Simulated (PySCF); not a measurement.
# C7H6SSi: electronic excitations

Wanted: the electronic excitations of C7H6SSi (`C#CC(=C=S)[SiH2]C#CC`), by calculation.

The runs use PySCF 2.14.0, with density-fitted response routines of our own; the level of theory stands in each step. All values are computed, except where a source is named. Atoms are numbered from 0 throughout.

### 1 The starting structure

15 atoms, charge 0, multiplicity 1; geometry from: GFN2-xTB.

Bonds of the start (Å): C0–C1 1.20, C1–C2 1.40, C2–C3 1.30, C3–S4 1.56, C2–Si5 1.92, Si5–C6 1.84, C6–C7 1.21, C7–C8 1.44, C0–H9 1.05, Si5–H10 1.47, Si5–H11 1.47, C8–H12 1.09, C8–H13 1.09, C8–H14 1.09.

### 2 TDDFT and polarisability: CAM-B3LYP/def2-SVPD

Job settings and geometry (Å):

```
{"job": {"kind": "uv", "xc": "CAM-B3LYP", "basis": "def2-SVPD", "nstates": 8, "ntriplets": 3}, "charge": 0, "multiplicity": 1}
C     -4.188278    -1.029507    -0.219368
C     -3.097191    -0.527185    -0.260633
C     -1.797324    -0.009386    -0.304858
C     -1.448456     1.234957    -0.392858
S     -0.829590     2.663535    -0.496490
Si    -0.390381    -1.320144    -0.232658
C      1.195596    -0.394966    -0.203460
C      2.206954     0.261763    -0.184631
C      3.418065     1.045374    -0.157654
H     -5.156300    -1.430302    -0.186985
H     -0.506913    -2.147054    -1.438428
H     -0.596440    -2.084716     1.001467
H      3.189699     2.082154    -0.403969
H      4.132308     0.656705    -0.883221
H      3.863836     1.006763     0.836179
```

Level: TDDFT CAM-B3LYP/def2-SVPD, vertical, gas phase, core orbitals frozen in the response.

Command:

```console
OMP_NUM_THREADS=1 python probes_run.py task.json out
```

The driver reads the jobs from task.json and runs them one after another.

What will the session give for the following? lowest singlet (CAM-B3LYP/def2-SVPD); brightest single state of those computed; lowest triplet; surface potential, 1st and 99th percentile. Wanted: lowest singlet; brightest single state of those computed; lowest triplet; surface potential, 1st and 99th percentile.

**Answer**, as computed:

| quantity | value |
| --- | --- |
| lowest singlet (CAM-B3LYP/def2-SVPD) | 2.50 eV (496 nm), f = 0.000 |
| brightest single state of those computed | state 8, 5.73 eV, f = 0.123 |
| lowest triplet | 2.22 eV |
| surface potential, 1st and 99th percentile | -0.74 V and 1.27 V |

What this shows: The first singlet state (HOMO→LUMO 0.96) lies at 2.50 eV and is dark; of the 8 states computed, the strongest absorption comes from state 8 at 5.73 eV (the last computed, so partners may be missing). The lowest triplet lies 0.28 eV below the lowest singlet (triplets in Tamm-Dancoff, singlets in full TDDFT). At CAM-B3LYP/def2-SVPD, counted by nearest atom on the grid, the HOMO lies on S4 38 %; C2 24 %, the LUMO on C3 42 %; S4 36 %.
